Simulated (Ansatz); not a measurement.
Ca₃Eu, space group Pm-3m, a comparison of magnetic orders

Program: the Ansatz DFT code, driven from Python.

At the Python prompt:
```pycon
>>> import ansatz as az
>>> import numpy as np
>>> from tabulate import tabulate
>>> def count_gap(report):
...     # lowest empty less highest filled band, counting bands; zero where they overlap
...     return max(report.get('gap_by_band_count_ev') or 0.0, 0.0)
...
>>> CELL = [
...     [5.630794, 0.0, 0.0],
...     [0.0, 5.630794, 0.0],
...     [0.0, 0.0, 11.261589],
... ]
>>> ATOMS = [
...     ('Ca', [0.5, 0.0, 0.25]),
...     ('Ca', [0.0, 0.5, 0.25]),
...     ('Ca', [0.5, 0.5, 0.0]),
...     ('Eu', [0.0, 0.0, 0.0]),
...     ('Ca', [0.5, 0.0, 0.75]),
...     ('Ca', [0.0, 0.5, 0.75]),
...     ('Ca', [0.5, 0.5, 0.5]),
...     ('Eu', [0.0, 0.0, 0.5]),
... ]
>>> def build(moments):
...     crystal = az.Crystal(lattice=az.Lattice.of(CELL))
...     for (symbol, position), moment in zip(ATOMS, moments):
...         crystal = crystal.atom(symbol, position, moment=moment or None)
...     return crystal
...
>>> # starting moments in muB, one an atom
>>> orders = {
...     'FM': [0, 0, 0, 7, 0, 0, 0, 7],
...     'AFM': [0, 0, 0, 7, 0, 0, 0, -7],
... }
>>> rows = []
>>> for label, moments in orders.items():
...     job = (
...         build(moments).calculation()
...         .kpoints(4, 4, 2)
...         .pseudopotentials('paw')
...         .occupations(az.OccupationsMethod.FERMI_DIRAC, width=0.1)
...         .functional('pbesol')
...         .spin('collinear')
...         .band_table()
...     )
...     r = job.run(threads=1, pin='off').report
...     rows.append((label, r['free_energy_ev'], r['magnetization_mub'], r['absolute_magnetization_mub'], max(abs(m) for m in r['site_moments_mub']), count_gap(r)))
...     print(label, 'site moments:', [round(m, 2) for m in r['site_moments_mub']])
...
DeckWarning: basis.ecutwfc = 420 eV, auto-derived from the records' recommended cutoffs: set by Ca (normal level)
FM site moments: [0.06, 0.06, 0.06, 7.02, 0.06, 0.06, 0.06, 7.02]
AFM site moments: [-0.0, -0.0, 0.08, 7.05, 0.0, 0.0, -0.08, -7.05]
>>> # the same cell with no spin polarisation
>>> plain = (
...     build([0] * len(ATOMS)).calculation()
...     .kpoints(4, 4, 2)
...     .pseudopotentials('paw')
...     .occupations(az.OccupationsMethod.FERMI_DIRAC, width=0.1)
...     .functional('pbesol')
...     .band_table()
... )
>>> r = plain.run(threads=1, pin='off').report
>>> rows.append(('NM', r['free_energy_ev'], 0.0, 0.0, 0.0, count_gap(r)))
>>> lowest = min(row[1] for row in rows)
>>> rows = [(row[0], 1000 * (row[1] - lowest) / 2, *row[2:]) for row in sorted(rows, key=lambda row: row[1])]
>>> print(tabulate(rows, headers=['order', 'meV/magnetic atom', 'net muB', 'absolute muB', 'largest site muB', 'gap by band count eV'], floatfmt='.4f', tablefmt='simple'))
order      meV/magnetic atom    net muB    absolute muB    largest site muB    gap by band count eV
-------  -------------------  ---------  --------------  ------------------  ----------------------
AFM                   0.0000     0.0000         15.3056              7.0470                  0.0000
FM                    6.5859    15.0858         15.0888              7.0194                  0.0000
NM                 6929.7283     0.0000          0.0000              0.0000                  0.0000
>>> print('lowest of these starts:', rows[0][0])
lowest of these starts: AFM
```

In order of energy: antiferro- or ferrimagnetic (+0.0 meV an atom, largest site moment 7.05 μB), ferromagnetic (+1.6 meV an atom, largest site moment 7.02 μB) and non-magnetic (+1732.4 meV an atom, largest site moment 0.00 μB). These are the states reached from the starts typed.

Reading the output:
- Open f shells: without a Hubbard U, without spin-orbit coupling; the state reached hangs on the start and needn't be the lowest.
- For a metal this k-point mesh is coarse: on a finer one energies can move by several to tens of meV an atom and pressures by half a GPa or more, differences at one mesh by less.
- A gap by band count of zero or less means overlapping bands, a metal.
- This cell is a computed structure, which may not be the phase found in nature.
- Levels are Kohn-Sham eigenvalues on this mesh, without spin-orbit coupling.
- Warnings are shown shortened and without file and line.
- Each row is the state reached from that start at the given structure, not necessarily the lowest of its order; other orders weren't tried.
- Hardware and time: 70 s on 1 thread of Intel(R) Xeon(R) 6975P-C (Granite Rapids), on a shared host, peak memory 0.96 GiB.
